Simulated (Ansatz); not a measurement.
**CH4GeO: small, medium and large basis sets**

Aim: see how fast density functionals converge with the basis set for CH4GeO.

The runs use Ansatz 0.2.0, Gaussian basis; one geometry, several basis sets.

Levels to be run: PBE0-D4/def2-SVP; ωB97M-V/def2-SVP; PBE0-D4/def2-QZVPP; ωB97M-V/def2-QZVPP; the functionals' def2-TZVPP values are taken from earlier runs.

### Step 1. The geometry

All runs share one geometry, relaxed beforehand with PBE0-D4 in a triple-zeta def2 set.

SMILES `[CH3][Ge][OH]`, 7 atoms, charge 0, spin multiplicity 1.

Atoms are counted from 1 here; the program's logs count them from 0.

Bond lengths: C1–Ge2 2.003 Å, C1–H4 1.096 Å, C1–H5 1.092 Å, C1–H6 1.096 Å, Ge2–O3 1.791 Å, O3–H7 0.962 Å. Angles: Ge2–C1–H4 109.8°, Ge2–C1–H5 112.4°, Ge2–C1–H6 109.8°, H4–C1–H5 108.5°, H4–C1–H6 107.7°, H5–C1–H6 108.5°, C1–Ge2–O3 97.5°, Ge2–O3–H7 114.7°.

### Step 2. PBE0-D4 in def2-SVP

in.yaml reads:

```yaml
crystal:
  periodic: [false, false, false]
  atoms:
    - {symbol: C, position_ang: [-0.686480, 0.424364, -0.301775]}
    - {symbol: Ge, position_ang: [1.294470, 0.428640, -0.596621]}
    - {symbol: O, position_ang: [1.703986, -0.887359, 0.547802]}
    - {symbol: H, position_ang: [-1.096532, -0.562316, -0.544962]}
    - {symbol: H, position_ang: [-1.198970, 1.171364, -0.910901]}
    - {symbol: H, position_ang: [-0.905867, 0.626637, 0.752638]}
    - {symbol: H, position_ang: [0.950592, -1.269432, 1.008116]}
basis:
  gaussian: {orbitals: def2-SVP}
hamiltonian: {xc: pbe0, dispersion: d4}
output: {orbitals: {seedname: orbitals}}
```

On the command line:

```
$ ansatz run in.yaml --threads 2 --pin off --events-out ev --progress --plain --max-ram 32768MiB --backend cpu
```

The runs that follow: ωB97M-V in def2-SVP; PBE0-D4 in def2-QZVPP; ωB97M-V in def2-QZVPP.

Q: Predict the results of all the runs planned. Wanted: PBE0-D4: double and triple zeta above quadruple; ωB97M-V: double and triple zeta above quadruple.

The runs gave:

```
                                       quantity           value
PBE0-D4: double and triple zeta above quadruple  12.45, 1.42 eV
ωB97M-V: double and triple zeta above quadruple  12.54, 1.38 eV
```

**Reading.** For PBE0-D4 the step from double to triple zeta gains 11.03 eV and the next only 1.42 eV. These are total energies; as a rule much of such shifts cancels in differences, which this series doesn't test.
